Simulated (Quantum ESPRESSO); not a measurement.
# CsPbBr3 (Pm-3m) in Quantum ESPRESSO: notebook

One crystal, CsPbBr3, is run at these levels: LDA; tasks: single point, equation of state.

Program: Quantum ESPRESSO 7.5. These are calculated values, not measurements. Logs are shortened: lines on timing, memory, paths and dates and some standing lists are left out, and cuts for length are marked.

## 1. The structure

It takes space group Pm-3m (No. 221, cubic). The conventional cell has a = 5.870 Å, b = 5.870 Å, c = 5.870 Å, α = 90.00°, β = 90.00°, γ = 90.00°. Pb (site symmetry m-3m) is surrounded by 6 Br at 2.94 Å. Cs (site symmetry m-3m) is surrounded by 12 Br at 4.15 Å. Br (site symmetry 4/mmm) is surrounded by 2 Pb at 2.94 Å.

Measurements of this composition are mostly on another form, of space group No. 62.

## 2. Single point, LDA, 38.03 Å³/atom

Input file pw.in:

```
&CONTROL
  calculation = 'scf'
  prefix = 'pwscf'
  outdir = './tmp'
  pseudo_dir = './pseudo'
  tstress = .true.
  disk_io = 'nowf'
/
&SYSTEM
  ibrav = 0
  nat = 5
  ntyp = 3
  ecutwfc = 45
  ecutrho = 360
  nbnd = 31
  occupations = 'smearing'
  smearing = 'fd'
  degauss = 0.00367493
/
&ELECTRONS
  conv_thr = 1d-09
  electron_maxstep = 120
  mixing_beta = 0.5
/
ATOMIC_SPECIES
Pb   207.2000 pb_lda_v1.uspp.F.UPF
Cs   132.9055 cs_lda_v1.uspp.F.UPF
Br    79.9040 br_lda_v1.4.uspp.F.UPF
CELL_PARAMETERS angstrom
   5.7501704582    0.0000000000    0.0000000000
   0.0000000000    5.7501704582    0.0000000000
   0.0000000000    0.0000000000    5.7501704582
ATOMIC_POSITIONS crystal
Pb     0.5000000000    0.5000000000    0.5000000000
Cs     0.0000000000    0.0000000000    0.0000000000
Br     0.5000000000    0.5000000000    0.0000000000
Br     0.5000000000    0.0000000000    0.5000000000
Br     0.0000000000    0.5000000000    0.5000000000
K_POINTS automatic
5 5 5 0 0 0
```

Potentials or basis: GBRV 1.5 LDA.

Launch:

```
$ OMP_NUM_THREADS=1 mpirun -n 2 pw.x -nk 2 -in pw.in > pw.out
```

pw.out:

```text
This program is part of the open-source Quantum ESPRESSO suite
     for quantum simulation of materials; please cite
[... 13 lines left out ...]
     --------------------
     sticks:   dense  smooth     PW     G-vecs:    dense   smooth      PW
     Sum        3389    1693    481               148093    52299    7809

     Using Slab Decomposition

     bravais-lattice index     =            0
     lattice parameter (alat)  =      10.8662  a.u.
     unit-cell volume          =    1283.0358 (a.u.)^3
     number of atoms/cell      =            5
     number of atomic types    =            3
     number of electrons       =        44.00
     number of Kohn-Sham states=           31
     kinetic-energy cutoff     =      45.0000  Ry
     charge density cutoff     =     360.0000  Ry
     scf convergence threshold =      1.0E-09
     mixing beta               =       0.5000
     number of iterations used =            8  plain     mixing
     Exchange-correlation=  SLA  PZ   NOGX NOGC
                           (   1   1   0   0   0   0   0)

     celldm(1)=  10.866247  celldm(2)=   0.000000  celldm(3)=   0.000000
     celldm(4)=   0.000000  celldm(5)=   0.000000  celldm(6)=   0.000000

     crystal axes: (cart. coord. in units of alat)
               a(1) = (   1.000000   0.000000   0.000000 )
               a(2) = (   0.000000   1.000000   0.000000 )
               a(3) = (   0.000000   0.000000   1.000000 )

     reciprocal axes: (cart. coord. in units 2 pi/alat)
               b(1) = (  1.000000  0.000000  0.000000 )
               b(2) = (  0.000000  1.000000  0.000000 )
               b(3) = (  0.000000  0.000000  1.000000 )

     PseudoPot. # 1 for Pb read from file:
     pb_lda_v1.uspp.F.UPF
     Pseudo is Ultrasoft + core correction, Zval = 14.0
     Generated by new atomic code, or converted to UPF format
     Using radial grid of  899 points,  6 beta functions with:
                l(1) =   0
                l(2) =   0
                l(3) =   1
                l(4) =   1
                l(5) =   2
                l(6) =   2
     Q(r) pseudized with  6 coefficients,  rinner =    1.000   1.000   1.000
                                                       1.000   1.000

     PseudoPot. # 2 for Cs read from file:
     cs_lda_v1.uspp.F.UPF
     Pseudo is Ultrasoft + core correction, Zval =  9.0
     Generated by new atomic code, or converted to UPF format
     Using radial grid of  905 points,  6 beta functions with:
                l(1) =   0
                l(2) =   0
                l(3) =   1
                l(4) =   1
                l(5) =   2
                l(6) =   2
     Q(r) pseudized with  6 coefficients,  rinner =    1.500   1.500   1.500
                                                       1.500   1.500

     PseudoPot. # 3 for Br read from file:
     br_lda_v1.4.uspp.F.UPF
     Pseudo is Ultrasoft + core correction, Zval =  7.0
     Generated by new atomic code, or converted to UPF format
     Using radial grid of  879 points,  6 beta functions with:
                l(1) =   0
                l(2) =   0
                l(3) =   1
                l(4) =   1
                l(5) =   2
                l(6) =   2
     Q(r) pseudized with  8 coefficients,  rinner =    1.100   1.100   1.100
                                                       1.100   1.100

     atomic species   valence    mass     pseudopotential
     Pb               14.00   207.20000     Pb( 1.00)
     Cs                9.00   132.90550     Cs( 1.00)
     Br                7.00    79.90400     Br( 1.00)

     48 Sym. Ops., with inversion, found

   Cartesian axes

     site n.     atom                  positions (alat units)
         1        Pb     tau(   1) = (   0.5000000   0.5000000   0.5000000  )
         2        Cs     tau(   2) = (   0.0000000   0.0000000   0.0000000  )
         3        Br     tau(   3) = (   0.5000000   0.5000000   0.0000000  )
         4        Br     tau(   4) = (   0.5000000   0.0000000   0.5000000  )
         5        Br     tau(   5) = (   0.0000000   0.5000000   0.5000000  )

     number of k points=    10  Fermi-Dirac smearing, width (Ry)=  0.0037
                       cart. coord. in units 2pi/alat
        k(    1) = (   0.0000000   0.0000000   0.0000000), wk =   0.0160000
        k(    2) = (   0.0000000   0.0000000   0.2000000), wk =   0.0960000
        k(    3) = (   0.0000000   0.0000000   0.4000000), wk =   0.0960000
        k(    4) = (   0.0000000   0.2000000   0.2000000), wk =   0.1920000
        k(    5) = (   0.0000000   0.2000000   0.4000000), wk =   0.3840000
        k(    6) = (   0.0000000   0.4000000   0.4000000), wk =   0.1920000
        k(    7) = (   0.2000000   0.2000000   0.2000000), wk =   0.1280000
        k(    8) = (   0.2000000   0.2000000   0.4000000), wk =   0.3840000
        k(    9) = (   0.2000000   0.4000000   0.4000000), wk =   0.3840000
        k(   10) = (   0.4000000   0.4000000   0.4000000), wk =   0.1280000

     Dense  grid:   148093 G-vectors     FFT dimensions: (  72,  72,  72)

     Smooth grid:    52299 G-vectors     FFT dimensions: (  48,  48,  48)

     Initial potential from superposition of free atoms

     starting charge      43.9663, renormalised to      44.0000

     negative rho (up, down):  1.631E-02 0.000E+00
     Starting wfcs are   34 randomized atomic wfcs

     Self-consistent Calculation

     iteration #  1     ecut=    45.00 Ry     beta= 0.50
     Davidson diagonalization with overlap
     ethr =  1.00E-02,  avg # of iterations =  3.6

     Threshold (ethr) on eigenvalues was too large:
     Diagonalizing with lowered threshold

     Davidson diagonalization with overlap
     ethr =  2.36E-04,  avg # of iterations =  3.2

     negative rho (up, down):  1.565E-02 0.000E+00

     total energy              =    -367.16868233 Ry
     estimated scf accuracy    <       0.09733008 Ry

     iteration #  2     ecut=    45.00 Ry     beta= 0.50
     Davidson diagonalization with overlap
     ethr =  2.21E-04,  avg # of iterations =  2.1

     negative rho (up, down):  1.576E-02 0.000E+00

     total energy              =    -367.19176596 Ry
     estimated scf accuracy    <       0.00527612 Ry

     iteration #  3     ecut=    45.00 Ry     beta= 0.50
     Davidson diagonalization with overlap
     ethr =  1.20E-05,  avg # of iterations =  4.8

     negative rho (up, down):  1.576E-02 0.000E+00

     total energy              =    -367.19226351 Ry
     estimated scf accuracy    <       0.00084690 Ry

     iteration #  4     ecut=    45.00 Ry     beta= 0.50
     Davidson diagonalization with overlap
     ethr =  1.92E-06,  avg # of iterations =  3.2

     negative rho (up, down):  1.577E-02 0.000E+00

     total energy              =    -367.19231529 Ry
     estimated scf accuracy    <       0.00001416 Ry

     iteration #  5     ecut=    45.00 Ry     beta= 0.50
     Davidson diagonalization with overlap
     ethr =  3.22E-08,  avg # of iterations =  9.1

     negative rho (up, down):  1.584E-02 0.000E+00

     total energy              =    -367.19236665 Ry
     estimated scf accuracy    <       0.00000245 Ry

     iteration #  6     ecut=    45.00 Ry     beta= 0.50
     Davidson diagonalization with overlap
     ethr =  5.57E-09,  avg # of iterations =  2.5

     negative rho (up, down):  1.593E-02 0.000E+00

     total energy              =    -367.19236636 Ry
     estimated scf accuracy    <       0.00000078 Ry

     iteration #  7     ecut=    45.00 Ry     beta= 0.50
     Davidson diagonalization with overlap
     ethr =  1.76E-09,  avg # of iterations =  5.6

     negative rho (up, down):  1.593E-02 0.000E+00

     total energy              =    -367.19236657 Ry
     estimated scf accuracy    <          5.9E-09 Ry

     iteration #  8     ecut=    45.00 Ry     beta= 0.50
     Davidson diagonalization with overlap
     ethr =  1.33E-11,  avg # of iterations =  7.5

     negative rho (up, down):  1.593E-02 0.000E+00

     total energy              =    -367.19236658 Ry
     estimated scf accuracy    <          2.0E-09 Ry

     iteration #  9     ecut=    45.00 Ry     beta= 0.50
     Davidson diagonalization with overlap
     ethr =  4.53E-12,  avg # of iterations =  2.0

     negative rho (up, down):  1.592E-02 0.000E+00

     End of self-consistent calculation

          k = 0.0000 0.0000 0.0000 (  6619 PWs)   bands (ev):

   -17.2906 -12.6453 -12.6453 -12.3922 -12.3922 -12.3922 -10.9817 -10.0587
   -10.0587  -4.0392  -4.0392  -4.0392  -2.8533  -0.5213  -0.5213  -0.5213
     1.8535   1.8535   1.8535   2.0082   2.0082   2.0082   6.8039   7.8853
     7.8853   8.7285   8.7285   8.7285  10.4734  10.4734  10.4734

          k = 0.0000 0.0000 0.2000 (  6527 PWs)   bands (ev):

   -17.2900 -12.6452 -12.6127 -12.3927 -12.3927 -12.3921 -10.9290 -10.1719
   -10.0579  -4.0320  -4.0320  -4.0315  -3.2651  -0.4904  -0.4904   0.2484
     1.7933   1.8021   1.8021   1.9554   1.9554   2.0012   7.2398   8.1513
     8.2237   8.8686   9.0236   9.0236   9.1858  10.3302  10.3302

          k = 0.0000 0.0000 0.4000 (  6528 PWs)   bands (ev):

   -17.2891 -12.6451 -12.5582 -12.3936 -12.3936 -12.3921 -10.7711 -10.4297
   -10.0566  -4.0203  -4.0203  -4.0195  -3.6910  -0.4377  -0.4377   1.0356
     1.7012   1.7118   1.7118   1.8781   1.8781   2.5422   7.1574   8.1716
     8.7753   8.9089   9.2278   9.5192   9.5192  10.3578  10.4900

          k = 0.0000 0.2000 0.2000 (  6565 PWs)   bands (ev):

   -17.2895 -12.6294 -12.5946 -12.3932 -12.3927 -12.3927 -10.8809 -10.2154
   -10.1184  -4.0415  -4.0256  -4.0202  -3.6180  -0.4523   0.0419   0.4482
     1.5539   1.7576   1.8775   1.8886   2.0014   2.0815   7.5752   8.3653
     8.4384   8.9128   8.9236   9.0809   9.1833   9.7771  10.0659

          k = 0.0000 0.2000 0.4000 (  6526 PWs)   bands (ev):

   -17.2886 -12.6241 -12.5429 -12.3941 -12.3935 -12.3927 -10.7346 -10.4337
   -10.1395  -4.0375  -4.0234  -4.0151  -4.0111  -0.3863   0.2521   0.9728
     1.4845   1.6750   1.7899   1.8632   2.0690   2.6454   6.9666   8.3655
     8.6500   8.9307   9.1598   9.3009   9.5522  10.0730  10.2428

          k = 0.0000 0.4000 0.4000 (  6538 PWs)   bands (ev):

   -17.2878 -12.6051 -12.5005 -12.3949 -12.3935 -12.3935 -10.6213 -10.4695
   -10.3024  -4.3921  -4.0494  -4.0412  -4.0065  -0.2945   0.8517   1.2378
     1.4676   1.6145   1.6423   1.8430   2.3296   3.1715   6.6302   6.7255
     8.9828   9.1517   9.4126   9.6702   9.8395  10.0361  10.1032

          k = 0.2000 0.2000 0.2000 (  6559 PWs)   bands (ev):

   -17.2889 -12.5945 -12.5945 -12.3932 -12.3932 -12.3932 -10.8378 -10.2141
   -10.2141  -4.0420  -4.0420  -4.0095  -3.9358   0.0840   0.0840   0.5937
     1.5283   1.5283   1.9099   2.0336   2.0662   2.0662   7.7520   8.3821
     8.3821   8.7776   8.8562   8.8562   9.7009   9.7009   9.9074

          k = 0.2000 0.2000 0.4000 (  6514 PWs)   bands (ev):

   -17.2881 -12.5944 -12.5357 -12.3941 -12.3940 -12.3932 -10.7045 -10.4358
   -10.2119  -4.3118  -4.0435  -4.0427  -4.0155   0.1598   0.4240   0.9652
     1.3271   1.5515   1.9424   2.0250   2.1213   2.7053   6.7715   8.1514
     8.2643   8.6672   9.1860   9.2593   9.9327  10.1173  10.2963

          k = 0.2000 0.4000 0.4000 (  6520 PWs)   bands (ev):

   -17.2873 -12.5665 -12.5005 -12.3949 -12.3941 -12.3941 -10.6082 -10.4675
   -10.3528  -4.6785  -4.0608  -4.0567  -4.0288   0.3721   0.9216   1.1849
     1.2543   1.5325   1.9916   2.0687   2.3338   3.2207   6.4223   6.5284
     7.9358   8.8672   9.4422   9.4954   9.7178   9.9603  10.4543

          k = 0.4000 0.4000 0.4000 (  6560 PWs)   bands (ev):

   -17.2866 -12.5005 -12.5005 -12.3950 -12.3950 -12.3949 -10.5616 -10.4643
   -10.4643  -5.0434  -4.0794  -4.0794  -4.0664   1.0272   1.1106   1.1106
     1.5043   1.5043   2.3126   2.3126   2.3584   3.6378   6.0876   6.0876
     6.3204   8.5302   9.2895   9.2895   9.3169  10.3381  10.3382

     the Fermi energy is     4.6943 ev

!    total energy              =    -367.19236658 Ry
     estimated scf accuracy    <          2.2E-10 Ry
     smearing contrib. (-TS)   =      -0.00000000 Ry
     internal energy E=F+TS    =    -367.19236658 Ry

     The total energy is F=E-TS. E is the sum of the following terms:
     one-electron contribution =     -92.25987711 Ry
     hartree contribution      =      66.44604895 Ry
     xc contribution           =    -170.85373782 Ry
     ewald contribution        =    -170.52480060 Ry

     convergence has been achieved in   9 iterations

     Computing stress (Cartesian axis) and pressure

     negative rho (up, down):  1.592E-02 0.000E+00
          total   stress  (Ry/bohr**3)                   (kbar)     P=        1.01
   0.00000687   0.00000000   0.00000000            1.01        0.00        0.00
   0.00000000   0.00000687   0.00000000            0.00        1.01        0.00
   0.00000000   0.00000000   0.00000687            0.00        0.00        1.01

=------------------------------------------------------------------------------=
   JOB DONE.
=------------------------------------------------------------------------------=
```

It took 35 s on 2 MPI ranks of Intel Xeon Platinum 8488C (Sapphire Rapids), shared host; peak memory 0.72 GiB.

Results:

* Free energy: -4995.9067 eV
* Pressure: 0.1 GPa
* Band gap on the k mesh: 2.45 eV, direct

Caveat: spin-orbit coupling is left out, which as a rule narrows the gap of such compounds by several tenths of an eV; an odd mesh through Γ misses points on the zone boundary, where band edges often lie.

## 3. Single point, LDA, 38.83 Å³/atom

Edit pw.in of step 2 so:

```diff
@@ -29,5 +29,5 @@
 CELL_PARAMETERS angstrom
-   5.7501704582    0.0000000000    0.0000000000
-   0.0000000000    5.7501704582    0.0000000000
-   0.0000000000    0.0000000000    5.7501704582
+   5.7906659505    0.0000000000    0.0000000000
+   0.0000000000    5.7906659505    0.0000000000
+   0.0000000000    0.0000000000    5.7906659505
 ATOMIC_POSITIONS crystal
```

Potentials or basis: GBRV 1.5 LDA.

Launch:

```
$ OMP_NUM_THREADS=1 mpirun -n 2 pw.x -nk 2 -in pw.in > pw.out
```

It took 36 s on 2 MPI ranks of Intel Xeon Platinum 8488C (Sapphire Rapids), shared host; peak memory 0.74 GiB.

The run converged. Its results:

```yaml
Free_energy: -4995.9034 eV
Pressure: -0.4 GPa
Band_gap_on_the_k_mesh: 2.48 eV, direct
```

Caveat: spin-orbit coupling is left out, which as a rule narrows the gap of such compounds by several tenths of an eV; an odd mesh through Γ misses points on the zone boundary, where band edges often lie.

## 4. Single point, LDA, 39.64 Å³/atom

Edit pw.in of step 3 so:

```diff
@@ -29,5 +29,5 @@
 CELL_PARAMETERS angstrom
-   5.7906659505    0.0000000000    0.0000000000
-   0.0000000000    5.7906659505    0.0000000000
-   0.0000000000    0.0000000000    5.7906659505
+   5.8306028398    0.0000000000    0.0000000000
+   0.0000000000    5.8306028398    0.0000000000
+   0.0000000000    0.0000000000    5.8306028398
 ATOMIC_POSITIONS crystal
```

Launch:

```
$ OMP_NUM_THREADS=1 mpirun -n 2 pw.x -nk 2 -in pw.in > pw.out
```

Wall time 36 s (2 MPI ranks of Intel Xeon Platinum 8488C (Sapphire Rapids), shared host); peak memory 0.74 GiB.

The run converged. Its results:

* Free energy: -4995.8879 eV
* Pressure: -0.9 GPa
* Band gap on the k mesh: 2.52 eV, direct

Caveat: spin-orbit coupling is left out, which as a rule narrows the gap of such compounds by several tenths of an eV; an odd mesh through Γ misses points on the zone boundary, where band edges often lie.

## 5. Single point, LDA, 40.45 Å³/atom

Edit pw.in of step 4 so:

```diff
@@ -29,5 +29,5 @@
 CELL_PARAMETERS angstrom
-   5.8306028398    0.0000000000    0.0000000000
-   0.0000000000    5.8306028398    0.0000000000
-   0.0000000000    0.0000000000    5.8306028398
+   5.8700000000    0.0000000000    0.0000000000
+   0.0000000000    5.8700000000    0.0000000000
+   0.0000000000    0.0000000000    5.8700000000
 ATOMIC_POSITIONS crystal
```

Launch:

```
$ OMP_NUM_THREADS=1 mpirun -n 2 pw.x -nk 2 -in pw.in > pw.out
```

It took 37 s on 2 MPI ranks of Intel Xeon Platinum 8488C (Sapphire Rapids), shared host; peak memory 0.76 GiB.

It converged, with:

```
Free energy            : -4995.8613 eV
Pressure               : -1.3 GPa
Band gap on the k mesh : 2.55 eV, direct
```

Caveat: spin-orbit coupling is left out, which as a rule narrows the gap of such compounds by several tenths of an eV; an odd mesh through Γ misses points on the zone boundary, where band edges often lie.

## 6. Single point, LDA, 41.26 Å³/atom

Edit pw.in of step 5 so:

```diff
@@ -29,5 +29,5 @@
 CELL_PARAMETERS angstrom
-   5.8700000000    0.0000000000    0.0000000000
-   0.0000000000    5.8700000000    0.0000000000
-   0.0000000000    0.0000000000    5.8700000000
+   5.9088753051    0.0000000000    0.0000000000
+   0.0000000000    5.9088753051    0.0000000000
+   0.0000000000    0.0000000000    5.9088753051
 ATOMIC_POSITIONS crystal
```

Potentials or basis: GBRV 1.5 LDA.

Launch:

```
$ OMP_NUM_THREADS=1 mpirun -n 2 pw.x -nk 2 -in pw.in > pw.out
```

Run time: 38 s. Hardware: 2 MPI ranks of Intel Xeon Platinum 8488C (Sapphire Rapids), shared host; peak memory 0.78 GiB.

The run converged. Its results:

| Quantity | Value |
| --- | --- |
| Free energy | -4995.8248 eV |
| Pressure | -1.7 GPa |
| Band gap on the k mesh | 2.57 eV, direct |

Caveat: spin-orbit coupling is left out, which as a rule narrows the gap of such compounds by several tenths of an eV; an odd mesh through Γ misses points on the zone boundary, where band edges often lie.

## 7. Single point, LDA, 42.07 Å³/atom

Edit pw.in of step 6 so:

```diff
@@ -29,5 +29,5 @@
 CELL_PARAMETERS angstrom
-   5.9088753051    0.0000000000    0.0000000000
-   0.0000000000    5.9088753051    0.0000000000
-   0.0000000000    0.0000000000    5.9088753051
+   5.9472457004    0.0000000000    0.0000000000
+   0.0000000000    5.9472457004    0.0000000000
+   0.0000000000    0.0000000000    5.9472457004
 ATOMIC_POSITIONS crystal
```

Launch:

```
$ OMP_NUM_THREADS=1 mpirun -n 2 pw.x -nk 2 -in pw.in > pw.out
```

Run time: 39 s. Hardware: 2 MPI ranks of Intel Xeon Platinum 8488C (Sapphire Rapids), shared host; peak memory 0.78 GiB.

It converged, with:

* Free energy: -4995.7798 eV
* Pressure: -2.0 GPa
* Band gap on the k mesh: 2.60 eV, direct

Caveat: spin-orbit coupling is left out, which as a rule narrows the gap of such compounds by several tenths of an eV; an odd mesh through Γ misses points on the zone boundary, where band edges often lie.

## 8. Single point, LDA, 42.88 Å³/atom

Edit pw.in of step 7 so:

```diff
@@ -29,5 +29,5 @@
 CELL_PARAMETERS angstrom
-   5.9472457004    0.0000000000    0.0000000000
-   0.0000000000    5.9472457004    0.0000000000
-   0.0000000000    0.0000000000    5.9472457004
+   5.9851272676    0.0000000000    0.0000000000
+   0.0000000000    5.9851272676    0.0000000000
+   0.0000000000    0.0000000000    5.9851272676
 ATOMIC_POSITIONS crystal
```

Launch:

```
$ OMP_NUM_THREADS=1 mpirun -n 2 pw.x -nk 2 -in pw.in > pw.out
```

It took 38 s on 2 MPI ranks of Intel Xeon Platinum 8488C (Sapphire Rapids), shared host; peak memory 0.8 GiB.

Results (log left out):

```
Free energy            : -4995.7273 eV
Pressure               : -2.3 GPa
Band gap on the k mesh : 2.62 eV, direct
```

Caveat: spin-orbit coupling is left out, which as a rule narrows the gap of such compounds by several tenths of an eV; an odd mesh through Γ misses points on the zone boundary, where band edges often lie.

## 9. Equation of state, LDA

Potentials or basis: GBRV 1.5 LDA.

This step only gathers the single runs of the series.

What came out:

```
Equilibrium volume                      : 38.24 Å³/atom
Bulk modulus                            : 26 GPa
Pressure derivative of the bulk modulus : 4.9 (rough: it moves with the points fitted)
```

Energy against volume, from the lowest point:
```
volume (Å³/atom)  energy (meV/atom)
          38.025               0.00
          38.834               0.64
          39.643               3.76
          40.452               9.07
          41.261              16.37
          42.070              25.37
          42.880              35.87
```

The run has no spin-orbit coupling, so splittings on Cs, Pb are missing. Zero-point motion and thermal expansion aren't in these numbers.
